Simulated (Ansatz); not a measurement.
# CsLiCr2Te2S3 (P3m1) in Ansatz: notebook

The runs below take CsLiCr2Te2S3 through band structure, with PBE, LDA.

Everything below comes from runs of Ansatz 0.2.0. Logs are shortened: lines on timing, memory, paths and dates and some standing lists are left out, and cuts for length are marked.

### 1 The crystal as given

Symmetry: P3m1, No. 156, trigonal system. Conventional cell: a = 3.604 Å, b = 3.604 Å, c = 19.067 Å, α = 90.00°, β = 90.00°, γ = 120.00°. Around Cs (site symmetry 3m) lie 3 S at 3.38 Å and 6 Cs at 3.60 Å and 3 Te at 3.77 Å. Li (site symmetry 3m) has 6 S at 2.63 to 2.66 Å as nearest neighbours. Cr (site symmetry 3m) is surrounded by 3 S at 2.40 Å and 3 Te at 2.74 Å. Around Cr (site symmetry 3m) lie 6 S at 2.43 to 2.45 Å. Te (site symmetry 3m) is surrounded by 6 Te at 3.60 Å and 3 Cs at 3.77 Å. Te (site symmetry 3m) is surrounded by 3 Cr at 2.74 Å. S (site symmetry 3m) has 3 Cr at 2.45 Å and 3 Li at 2.63 Å as nearest neighbours. Around S (site symmetry 3m) lie 3 Cr at 2.40 Å and 3 Li at 2.66 Å.

The cell was built by a generator and needn't be a form met in nature.

### 2 Band structure, PBE, collinear spin, ferromagnetic start

input.yaml

```yaml
crystal:
  lattice:
    - [3.60358, 0.0, 0.0]
    - [-1.80179, 3.12079, 0.0]
    - [0.0, 0.0, 19.06651]
  atoms:
    - { symbol: Cs, position: [0.0, 0.0, 0.37399] }
    - { symbol: Li, position: [0.66667, 0.33333, 0.01607] }
    - { symbol: Cr, position: [0.0, 0.0, 0.86637], spin: 3.0 }
    - { symbol: Cr, position: [0.33333, 0.66667, 0.16833], spin: 3.0 }
    - { symbol: Te, position: [0.33333, 0.66667, 0.53891] }
    - { symbol: Te, position: [0.66667, 0.33333, 0.77276] }
    - { symbol: S, position: [0.0, 0.0, 0.1003] }
    - { symbol: S, position: [0.33333, 0.66667, 0.9292] }
    - { symbol: S, position: [0.66667, 0.33333, 0.23408] }
kpoints:
  mp_grid: { grid: [5, 5, 2] }
  band_path:
    path:
      - [0.0, 0.0, 0.0]
      - [0.5, 0.0, 0.0]
      - [0.3333333333, 0.3333333333, 0.0]
      - [0.0, 0.0, 0.0]
      - [0.0, 0.0, 0.5]
      - [0.5, 0.0, 0.5]
      - [0.3333333333, 0.3333333333, 0.5]
      - [0.0, 0.0, 0.5]
    npoints: 12
scf:
  occupations: { method: fermi_dirac, width: 0.05 }
hamiltonian:
  xc: pbe
  pseudopotentials: { kind: all_electron, lapw: { basis_error: 0.002 } }
magnetization:
  spin_polarized: true
output:
  forces: true
  stress: true
  eigenvalues: true
```

Potentials or basis: all-electron LAPW, scalar-relativistic.

Command:

```sh
$ ansatz run input.yaml --threads 8 --pin off --max-ram 30720MiB --backend cpu --events-out ev --progress --plain --runs-dir out
```

The program printed:

```text
Warning: the atoms were moved onto the symmetric positions of the space group found under crystal.symmetry.tolerance 1.0e-5 (fractional; no operation is sought that the atoms, as they stand in a round, miss by more than twice it, and no atom is moved by as much as it), and the run uses the moved positions. Before a round's move an operation carried an atom to 3.60e-5 Å from where it should land, the largest such distance. Atom 1 (counting from 0) moved farthest, by 2.08e-5 Å; the longest move in fractions of the cell, of whichever atom, is 0.47 of the tolerance, in 1 round. To run the atoms as typed, lower crystal.symmetry.tolerance until the operations that they miss are no longer found, or set crystal.symmetry.detect: false (a key that needs symmetry detection or time reversal refuses this as the deck is read). The positions used, in the order of the run's atom list: position: [0.0, 0.0, 0.37399]; position: [0.6666666666666666, 0.3333333333333333, 0.01607]; position: [0.0, 0.0, 0.86637]; position: [0.3333333333333333, 0.6666666666666666, 0.16833]; position: [0.3333333333333333, 0.6666666666666666, 0.53891]; position: [0.6666666666666666, 0.3333333333333333, 0.77276]; position: [0.0, 0.0, 0.1003]; position: [0.3333333333333333, 0.6666666666666666, 0.9292]; position: [0.6666666666666666, 0.3333333333333333, 0.23408]; The lattice was moved too: crystal.lattice keeps the space group found at crystal.symmetry.tolerance 1.0e-5 only nearly: the operation that it misses by the most changes a squared length by the fraction 1.01e-6. The run uses the lattice that is a stretch of the typed one, with no rotation, onto the one that keeps every operation to a double's rounding (on a very oblique basis the stretch itself rounds by more); the deck's lattice vector that moved farthest moved by 1.05e-6 Å. To run the lattice as typed, set crystal.symmetry.tolerance under 1.01e-6, the least fraction by which an operation that the lattice misses changes a squared length (the same key also sets how far an atom may lie from its image, so lowering it can lose operations that the atoms keep only within it), or set crystal.symmetry.detect: false, as for the atoms. crystal.lattice made exact, in Å and degrees: [[3.603578946584446, 0.0, 0.0], [-1.801789473292223, 3.120790912284897, 0.0], [0.0, 0.0, 19.06651]]. Pasted over the deck's crystal.lattice, beside positions in fractional coordinates, it runs the same cell (given as lengths and angles, that cell in the form's own orientation, a rigid turn of the misfit's size from the one run here, for which a checkpoint.post_process_only pass over this run's state can be refused: where this run relaxes nothing, give such a pass this deck's own crystal.lattice, as typed; behind a relaxation, as crystal.lattice, the state's own cell, identity.cell in its checkpoint.json), and a matrix so pasted ends this notice, except on a very skew basis of the lattice, where the rounding of the pasted numbers themselves can read as a misfit: the cell is then moved again, and that move is told again. The lattice as run is in this notice's lattice.as_run_ang field (Run.prep()["deck_notices"] in Python, the deck_notice line of an events file, deck_notices of ansatz run --dry-run=json, or deck_notices in record.json in the deck's checkpoint.write directory).
Warning: RAYON_NUM_THREADS=8 ignored (pool sized by the plan → 8); use --threads N
LAPW: plane waves up to 7.895 Å⁻¹, error target 2.0e-3 eV per atom; small_component_spin mean_spin; Li in spheres of 1.382 Å, 3 of its electrons in bands, Dirac shells []; S in spheres of 1.070 Å, 14 of its electrons in bands, Dirac shells []; Cr in spheres of 1.331 Å, 14 of its electrons in bands, Dirac shells []; Te in spheres of 1.382 Å, 24 of its electrons in bands, Dirac shells []; Cs in spheres of 1.382 Å, 27 of its electrons in bands, Dirac shells [] (how accurate: hamiltonian.pseudopotentials.lapw.basis_error, Limitations)
Engine: ansatz 0.2.0, x86_64-unknown-linux-gnu
Pseudopotentials: kind: all_electron
Pseudopotential: Cs, LAPW, valence charge 27, lapw/all_electron/scalar/gaussian/Cs, Koelling and Harmon's equation, gaussian nucleus
Pseudopotential: Li, LAPW, valence charge 3, lapw/all_electron/scalar/gaussian/Li, Koelling and Harmon's equation, gaussian nucleus
Pseudopotential: Cr, LAPW, valence charge 14, lapw/all_electron/scalar/gaussian/Cr, Koelling and Harmon's equation, gaussian nucleus
Pseudopotential: Te, LAPW, valence charge 24, lapw/all_electron/scalar/gaussian/Te, Koelling and Harmon's equation, gaussian nucleus
Pseudopotential: S, LAPW, valence charge 14, lapw/all_electron/scalar/gaussian/S, Koelling and Harmon's equation, gaussian nucleus
Functional definition: PBE
  parameter kappa = 0.804
  parameter beta = 0.06672455060314922
  exchange = pbe_x(kappa = kappa, mu = beta*pi^2/3)
  correlation = pbe_c(beta = beta)
Crystal: 9 atoms, lattice volume = 214.422 Å³
Basis set: ecut = 237.46493870191935 eV, 1805 PW (Γ), exchange–correlation at level 2
Bands: 93, of which v1, the nominal top of the filled ones, is band 74 counted from 1 (73 counted from 0)
Symmetry: 6 space group operations
Space group: P3m1 (ITA 156), of the structure as read, at distance tolerance 6.0e-5 Å
Magnetic group: BNS 156.49 (UNI 1279), of the structure as read, at distance tolerance 6.0e-5 Å
k-points: 10 of 50 (time reversal used)
Non-local potential: Cs, projectors of the file, none
Non-local potential: Li, projectors of the file, none
Non-local potential: Cr, projectors of the file, none
[... 53 lines left out ...]
SCF iter  40: F=-671644.342000 eV  HF=-671644.342001 eV  |F-HF|=9.88e-8  |Δ(HF+E_count)|=   7.33e-9  Δρ=1.17e-6 (↑1.17e-6 ↓5.00e-7)  dr2=9.99e-8  dr2_m=4.75e-10  M=5.328 μB ∫|m|=6.949 μB  ethr=7.39e-11  ⟨swp⟩=2.4  Hψ=5256  notcnv=0
SCF 1 converged in 40 iterations: F = -671644.342000 eV  dr2 = 9.99e-8
NSCF: frozen V_eff on 85 k-points
SCF converged after 40 iterations
Magnetization: 5.3277 μB (76.6639 up, 71.3361 down)
Absolute magnetization: 6.9490 μB (∫|ρ↑−ρ↓|)
Spin contamination: 0.5532 ħ² per cell (⟨S²⟩ above its minimum at these occupations)
Per-site moments (μB) at R_I (Å): [(-0.0009473269365862791, 1.3816821812403752), (-0.009597506512851295, 1.3816821812403752), (2.8005844960529203, 1.3312079050254113), (2.96483221229394, 1.3312079050254113), (-0.17303838966654084, 1.3816821812403752), (-0.18753890868723744, 1.3816821812403752), (-0.04465842021555577, 1.0695575880823964), (-0.06317237243017626, 1.0695575880823964), (-0.058782522898122025, 1.0695575880823964)]
Free energy (F): -671644.342000 eV
Harris-Foulkes:  -671644.342001 eV  (|F-HF|=9.88e-8)
Internal energy: -671644.311749 eV  (E = F + TS)
E sigma→0 (E₀):  -671644.326875 eV
Entropy (-TS):   -0.030251 eV (-3.361 meV/atom)
Fermi energy:    9.481679 eV
--- Per-component energies (eV) ---
  E_band       = -8483.982587
  E_kinetic    = 706556.568838
  E_xc         = -19629.265530
  E_electrostatic = -1358571.615057  (all electrons and nuclei)
  E_smearing   = -0.030251  (= −TS)
  E_closure    = 0.000000  (closes the sum)
  E_atoms      = -671598.203152  (free atoms, spherical and without spin; not in F)
  Σ components = -671644.342000   (vs F -671644.342000, Δ=0.00e0)
  Basis errors (estimates in eV, not in F): energy 7.7e-4 per atom: plane waves 6.7e-4 (3.9e-4 summed), levels above the bands 4.4e-63, relativity 2.5e-8, radial functions 1.0e-4, core shells 9.7e-9; eigenvalues (radial functions only) 1.5e-5; not estimated: angular momenta, meshes, grids; target (lapw.basis_error) 2.0e-3; muffin-tin radii Li 1.382 Å, S 1.070 Å, Cr 1.331 Å, Te 1.382 Å, Cs 1.382 Å
--- Forces (eV/Å), atoms counted from 1 ---
  atom   1  Cs     0.00000000     0.00000000     0.08582623
  atom   2  Li     0.00000000     0.00000000     0.06037863
  atom   3  Cr     0.00000000     0.00000000    -0.07182763
  atom   4  Cr     0.00000000     0.00000000     0.02072763
  atom   5  Te     0.00000000     0.00000000    -0.04492580
  atom   6  Te     0.00000000     0.00000000     0.07057674
  atom   7  S      0.00000000     0.00000000    -0.03256316
  atom   8  S      0.00000000     0.00000000    -0.04535382
  atom   9  S      0.00000000     0.00000000    -0.04275197
  max |Σ_I F_I| component: 8.68e-5 eV/Å
--- Stress (GPa, compression-positive) ---
        0.229399       0.000000      -0.000000
        0.000000       0.229399       0.000000
       -0.000000       0.000000      -0.204522
  P = ⅓ Tr σ = 0.0848 GPa (0.848 kbar)
--- Band table (eV; the first three rows and the last of 20) ---
  k-point 0 ↑: bands = ["-206.6758", "-196.1987", "-195.9028", "-195.8576", "-149.5769", "-149.3484", "-147.2343", "-147.2343", "-147.1766", "-140.9739", "-140.9739", "-140.9553", "-140.6756", "-140.6756", "-140.6631", "-140.6301", "-140.6301", "-140.6184", "-99.6375", "-99.6375", "-99.5705", "-99.4460", "-99.4460", "-99.2559", "-63.5659", "-63.2616", "-60.7790", "-60.7790", "-60.7241", "-60.7241", "-60.7125", "-36.8143", "-34.9144", "-34.8875", "-34.8875", "-34.6130", "-34.6130", "-34.6025", "-26.9798", "-26.9798", "-26.9212", "-26.9212", "-26.9050", "-26.7947", "-26.7947", "-26.6355", "-26.6355", "-26.5892", "-13.8066", "-4.4974", "-4.2194", "-3.1282", "-2.1848", "-1.7098", "-0.1208", "0.9454", "0.9454", "4.0989", "4.7434", "5.6836", "5.6836", "6.0520", "6.0520", "7.2662", "7.4271", "7.8101", "7.8101", "8.0448", "8.0448", "8.1589", "8.5355", "8.5355", "8.5619", "9.0512", "9.9690", "9.9690", "11.0299", "11.3024", "11.3024", "11.9932", "11.9932", "12.2514", "12.2514", "13.4686", "14.0189", "14.0189", "14.1822", "14.2850", "15.2528", "16.2116", "16.2293", "16.2293", "16.5745"]
  k-point 1 ↑: bands = ["-206.6758", "-196.1987", "-195.9028", "-195.8576", "-149.5769", "-149.3484", "-147.2343", "-147.2343", "-147.1766", "-140.9739", "-140.9739", "-140.9553", "-140.6756", "-140.6756", "-140.6631", "-140.6301", "-140.6301", "-140.6184", "-99.6375", "-99.6375", "-99.5705", "-99.4460", "-99.4460", "-99.2559", "-63.5659", "-63.2616", "-60.7790", "-60.7790", "-60.7241", "-60.7241", "-60.7125", "-36.8143", "-34.9144", "-34.8875", "-34.8875", "-34.6130", "-34.6130", "-34.6025", "-26.9798", "-26.9798", "-26.9212", "-26.9212", "-26.9050", "-26.7947", "-26.7947", "-26.6355", "-26.6355", "-26.5892", "-13.8066", "-4.4974", "-4.2194", "-3.1285", "-2.1836", "-1.7111", "-0.1203", "0.9454", "0.9454", "4.0867", "4.7668", "5.6836", "5.6836", "6.0520", "6.0520", "7.0441", "7.8101", "7.8101", "7.8731", "7.9267", "8.0448", "8.0448", "8.5355", "8.5355", "8.5678", "9.0332", "9.9690", "9.9690", "11.0355", "11.3024", "11.3024", "11.9932", "11.9932", "12.2515", "12.2515", "13.5634", "13.9824", "14.0189", "14.0189", "14.4719", "15.0292", "16.2276", "16.2276", "16.4003", "16.7071"]
  k-point 2 ↑: bands = ["-206.6758", "-196.1987", "-195.9028", "-195.8576", "-149.5769", "-149.3484", "-147.2343", "-147.2343", "-147.1766", "-140.9739", "-140.9739", "-140.9553", "-140.6756", "-140.6756", "-140.6631", "-140.6301", "-140.6301", "-140.6184", "-99.6376", "-99.6376", "-99.5705", "-99.4460", "-99.4460", "-99.2558", "-63.5655", "-63.2612", "-60.7789", "-60.7786", "-60.7242", "-60.7241", "-60.7123", "-36.8136", "-34.9134", "-34.8940", "-34.8891", "-34.6195", "-34.6146", "-34.6017", "-26.9798", "-26.9746", "-26.9228", "-26.9215", "-26.9021", "-26.7947", "-26.7897", "-26.6373", "-26.6360", "-26.5864", "-13.6288", "-4.1370", "-3.9114", "-3.0009", "-1.8142", "-1.3107", "-0.2100", "0.0491", "0.6826", "4.4303", "4.9990", "5.1511", "5.3069", "5.8437", "6.1007", "6.3870", "7.1869", "7.2015", "7.7046", "7.8653", "7.9579", "8.0184", "8.2141", "8.4998", "8.7481", "8.8873", "9.4701", "9.4960", "9.7382", "10.4728", "10.7008", "11.0826", "11.3491", "11.7830", "11.7869", "13.4501", "14.1353", "14.7838", "14.9576", "15.1964", "15.2554", "15.8952", "16.1434", "16.4616", "16.6406"]
  k-point 9 ↓: bands = ["-206.6759", "-196.2156", "-195.9182", "-195.8691", "-149.5953", "-149.3661", "-147.2343", "-147.2343", "-147.1769", "-141.0029", "-141.0029", "-140.9691", "-140.7000", "-140.7000", "-140.6795", "-140.6473", "-140.6473", "-140.6331", "-99.6584", "-99.6584", "-99.5862", "-99.4688", "-99.4688", "-99.2653", "-60.7787", "-60.7782", "-60.7246", "-60.7245", "-60.7122", "-60.5724", "-60.4362", "-36.8140", "-31.9684", "-31.9584", "-31.9503", "-31.8669", "-31.8286", "-31.8190", "-27.0133", "-27.0049", "-26.9568", "-26.9547", "-26.9271", "-26.8329", "-26.8247", "-26.6658", "-26.6637", "-26.6013", "-13.2109", "-3.2446", "-3.0688", "-2.9038", "-1.6570", "-0.7407", "-0.5473", "-0.0016", "0.2638", "4.2725", "4.4225", "4.9165", "5.0831", "5.5797", "5.7709", "6.2576", "6.3234", "6.6218", "6.8150", "6.9133", "7.2548", "7.6917", "8.3431", "8.8773", "10.7449", "10.9154", "11.2845", "11.3377", "11.4541", "11.5940", "11.7617", "11.9661", "12.1412", "12.2233", "12.4345", "13.3334", "13.9422", "14.6364", "14.8088", "15.1841", "15.9156", "16.0681", "16.1842", "16.6486", "17.0462"]
```

Run time: 4.3 min. Hardware: 8 threads of Intel Xeon at 2.50GHz (Skylake/Cascade Lake), shared host; peak memory 1.8 GiB.

Results:

* Free energy: -671644.3420 eV
* Pressure: 0.1 GPa
* Largest force: 0.086 eV/Å
* Band gap along the path: none (metal or under the smearing width)
* Net moment: 5.33 μB per cell
* Absolute moment: 6.95 μB per cell
* Site moments: Cs -0.00; Li -0.01; Cr +2.80, +2.96; Te -0.17, -0.19; S -0.04, -0.06 μB

Forces on the atoms (eV/Å):
```
Cs   0.000  0.000  0.086
Li   0.000  0.000  0.060
Cr   0.000  0.000 -0.072
Cr   0.000  0.000  0.021
Te   0.000  0.000 -0.045
Te   0.000  0.000  0.071
S    0.000  0.000 -0.033
S    0.000  0.000 -0.045
S    0.000  0.000 -0.043
```

Levels at the corners of the path, in eV from the Fermi level:
Spin up:
```tsv
point	band 75	band 76	band 77	band 78	band 79	band 80
Γ	0.49	0.49	1.55	1.82	1.82	2.51
M	-0.81	-0.80	-0.66	0.94	1.10	1.42
K	-0.88	-0.77	-0.57	-0.43	0.82	0.99
Γ	0.49	0.49	1.55	1.82	1.82	2.51
A	0.49	0.49	1.55	1.82	1.82	2.51
L	-0.81	-0.80	-0.66	0.94	1.10	1.41
H	-0.88	-0.77	-0.58	-0.41	0.82	0.99
A	0.49	0.49	1.55	1.82	1.82	2.51
```
Spin down:
| point | band 69 | band 70 | band 71 | band 72 | band 73 | band 74 |
| --- | --- | --- | --- | --- | --- | --- |
| Γ | 0.75 | 0.75 | 1.12 | 1.12 | 1.21 | 1.21 |
| M | -1.84 | -0.85 | -0.74 | 0.59 | 0.71 | 0.83 |
| K | -2.44 | -2.36 | -1.82 | -0.51 | 1.44 | 1.63 |
| Γ | 0.75 | 0.75 | 1.12 | 1.12 | 1.21 | 1.21 |
| A | 0.75 | 0.75 | 1.12 | 1.12 | 1.21 | 1.21 |
| L | -1.85 | -0.85 | -0.74 | 0.57 | 0.71 | 0.84 |
| H | -2.43 | -2.37 | -1.82 | -0.51 | 1.45 | 1.63 |
| A | 0.75 | 0.75 | 1.12 | 1.12 | 1.21 | 1.21 |

Caveat: the k mesh is coarse (spacing up to 0.40 Å⁻¹), so the values aren't converged; the k mesh is thin for a metal, which can move the energy by tens of meV per atom; spin-orbit coupling is left out, which moves the levels of the heavy elements; only a ferromagnetic start was run, and an antiferromagnetic order may lie lower in energy.

### 3 Band structure, PBE, non-collinear spin, ferromagnetic start, spin-orbit coupling

input.yaml: that of step 2 with these lines changed.

```diff
@@ -8,4 +8,4 @@
     - { symbol: Li, position: [0.66667, 0.33333, 0.01607] }
-    - { symbol: Cr, position: [0.0, 0.0, 0.86637], spin: 3.0 }
-    - { symbol: Cr, position: [0.33333, 0.66667, 0.16833], spin: 3.0 }
+    - { symbol: Cr, position: [0.0, 0.0, 0.86637], spin: 3.0, spin_axis: [1.0, 0.0, 0.0] }
+    - { symbol: Cr, position: [0.33333, 0.66667, 0.16833], spin: 3.0, spin_axis: [1.0, 0.0, 0.0] }
     - { symbol: Te, position: [0.33333, 0.66667, 0.53891] }
@@ -34,3 +34,4 @@
 magnetization:
-  spin_polarized: true
+  noncollinear: true
+  spin_orbit: true
 output:
```

Potentials or basis: all-electron LAPW, relativistic spinors.

Command:

```sh
$ ansatz run input.yaml --threads 8 --pin off --max-ram 30720MiB --backend cpu --events-out ev --progress --plain --runs-dir out
```

Wall time 17 min (8 threads of Intel Xeon at 2.50GHz (Skylake/Cascade Lake), shared host); peak memory 5.4 GiB.

The run converged. Its results:

| Item | Value |
| --- | --- |
| Free energy | -671863.4981 eV |
| Pressure | 0.3 GPa |
| Largest force | 0.091 eV/Å |
| Band gap on the k mesh | none (metal or under the smearing width) |
| Net moment | 5.53 μB per cell |
| Absolute moment | 6.83 μB per cell |

Forces on the atoms (eV/Å):
```
Cs   0.000  0.000  0.091
Li   0.000  0.000  0.067
Cr   0.000  0.000 -0.028
Cr   0.000  0.000  0.020
Te   0.000  0.000 -0.055
Te   0.000  0.001  0.007
S    0.000  0.000 -0.035
S    0.000  0.000 -0.033
S    0.000  0.000 -0.033
```

Stress tensor (GPa, compression positive):
```
 0.46  0.00  0.00
 0.00  0.46  0.00
 0.00  0.00 -0.15
```

Levels at points of the mesh, in eV from the Fermi level:
| k point | band 145 | band 146 | band 147 | band 148 | band 149 | band 150 | band 151 | band 152 |
| --- | --- | --- | --- | --- | --- | --- | --- | --- |
| (0.00, 0.00, 0.00) | 0.76 | 0.76 | 1.10 | 1.10 | 1.17 | 1.18 | 1.37 | 1.51 |
| (0.00, 0.00, -0.50) | 0.76 | 0.76 | 1.10 | 1.10 | 1.17 | 1.18 | 1.39 | 1.51 |

Moments on the atoms (μB; x, y, z):
```
Cs   0.00  0.00  0.00
Li  -0.01  0.00  0.00
Cr   2.54  0.00  0.00
Cr   2.67  0.00  0.00
Te  -0.06  0.00  0.00
Te  -0.10  0.00  0.00
S    0.02  0.00  0.00
S    0.02  0.00  0.00
S    0.01  0.00  0.00
```

Caveat: the k mesh is coarse (spacing up to 0.40 Å⁻¹), so the values aren't converged; the k mesh is thin for a metal, which can move the energy by tens of meV per atom; the magnetic state may not be the lowest; only a ferromagnetic start was run, and an antiferromagnetic order may lie lower in energy.

(Part 1 of 2 ends here.)
